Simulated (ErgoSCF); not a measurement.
# CdH2 (SMILES [H][Cd][H]): UCAM-B3LYP/3-21G

What is the vertical ionisation energy of CdH2 at UCAM-B3LYP/3-21G? 

The calculation is run with ErgoSCF 3.8.

6 further runs of the same task are left out: 6 that didn't finish.

## Step 1: Starting point

The species is CdH2 (3 atoms), meant as a singlet with charge 0. SMILES: `[H][Cd][H]`. The shape comes from GFN2-xTB, which is rough for such elements, and wasn't checked as a minimum.

Bond lengths: Cd1–H2 1.657 Å, Cd1–H3 1.658 Å. Angles: H2–Cd1–H3 180.0°.

## Step 2: The energy at UCAM-B3LYP/3-21G

ergo.in reads:

```
# Camb3lyp on CdH2
set_nthreads(1)
charge = 0
scf.output_mulliken_pop = 1
scf.max_number_of_iterations = 100
basis = "3-21G"
scf.force_unrestricted = 1
XC.type = "Turbo"
tmpdir = "."
scf.starting_guess_disturbance = 0.1
molecule_inline Angstrom
Cd 0.000260 0.000150 0.000510
H  -0.017450 -0.021530 1.657160
H  0.017190 0.021380 -1.657670
EOF
run "Camb3lyp"
```

The basis set 3-21G is read from a file made from the Basis Set Exchange's data (not shown).

Launch:

```
ergo < ergo.in
```

Standard output:

```text
[...]
INSC SCF_general constructor, number of basis functions: 40
[...]
INSC Energy   1 =      -4342.05791870453
[...]
INDE PURIFICATION CONVERGED after 54 iterations
[...]
INDE PURIFICATION CONVERGED after 53 iterations
[...]
INDE PURIFICATION CONVERGED after 32 iterations
[...]
INDE E(LUMO) - E(HOMO) <=          0.36609968615 =          9.96208001186 eV
[...]
INSC Energy  17 =      -5443.66462448558  ( diff     -0.000000000002728 )
[...]
RESC CONVERGED after  17 iterations.
RESC FINAL ENERGY:      -5443.66462448558
RESC FINAL <S2> =          0.00000000000
[...]
INSC SCF: dipole_moment_x [atomic units] =       0.00049621
INSC SCF: dipole_moment_y [atomic units] =       0.00028532
INSC SCF: dipole_moment_z [atomic units] =       0.00111376
[...]
```

Run time: 22 s. Hardware: 1 thread of Intel Xeon at 2.50GHz (Skylake/Cascade Lake), shared host.

## Step 3: The doublet cation at the same level

ergo.in reads:

```
# Camb3lyp on CdH2
set_nthreads(1)
scf.max_number_of_iterations = 100
tmpdir = "."
scf.starting_guess_disturbance = 0.1
scf.output_mulliken_pop = 1
spin_polarization = 1
XC.type = "Turbo"
basis = "3-21G"
charge = 1
molecule_inline Angstrom
Cd       0.000260       0.000150       0.000510
H       -0.017450      -0.021530       1.657160
H        0.017190       0.021380      -1.657670
EOF
run "Camb3lyp"
```

The basis set 3-21G is read from a file made from the Basis Set Exchange's data (not shown).

Launch:

```
ergo ergo.in
```

Standard output:

```text
[...]
INSC SCF_general constructor, number of basis functions: 40
[...]
INSC Energy   1 =      -4278.46816710414
[...]
INDE PURIFICATION CONVERGED after 54 iterations
[...]
INDE PURIFICATION CONVERGED after 45 iterations
[...]
INDE PURIFICATION CONVERGED after 34 iterations
[...]
INDE E(LUMO) - E(HOMO) <=          0.22585683432 =          6.14587758440 eV
[...]
INSC Energy  17 =      -5443.28993706024  ( diff      0.000000000036380 )
[...]
RESC CONVERGED after  17 iterations.
RESC FINAL ENERGY:      -5443.28993706024
RESC FINAL <S2> =          0.79455159551
[...]
INSC SCF: dipole_moment_x [atomic units] =       0.00069943
INSC SCF: dipole_moment_y [atomic units] =       0.00042698
INSC SCF: dipole_moment_z [atomic units] =      -0.00209391
[...]
```

It took 20 s on 1 thread of Intel Xeon at 2.50GHz (Skylake/Cascade Lake), shared host.

## Step 4: Summary of results

Level: UCAM-B3LYP/3-21G.

| quantity | value |
| --- | --- |
| singlet CdH2: total energy | -5443.66462 Eh |
| singlet CdH2: dipole moment | 0.00 D |
| doublet cation: total energy | -5443.28994 Eh |
| doublet cation: ⟨S²⟩ | 0.795 |
| vertical ionisation energy (to the doublet cation) | 10.196 eV |

**Reading.** The vertical ionisation energy comes to 10.20 eV (984 kJ/mol). Mulliken charges (singlet CdH2) run from -0.08 on H3 to +0.16 on Cd1; they depend strongly on the basis. Relativity is left out (singlet CdH2) although the molecule holds a heavy atom. Relativity is left out (doublet cation) although the molecule holds a heavy atom.
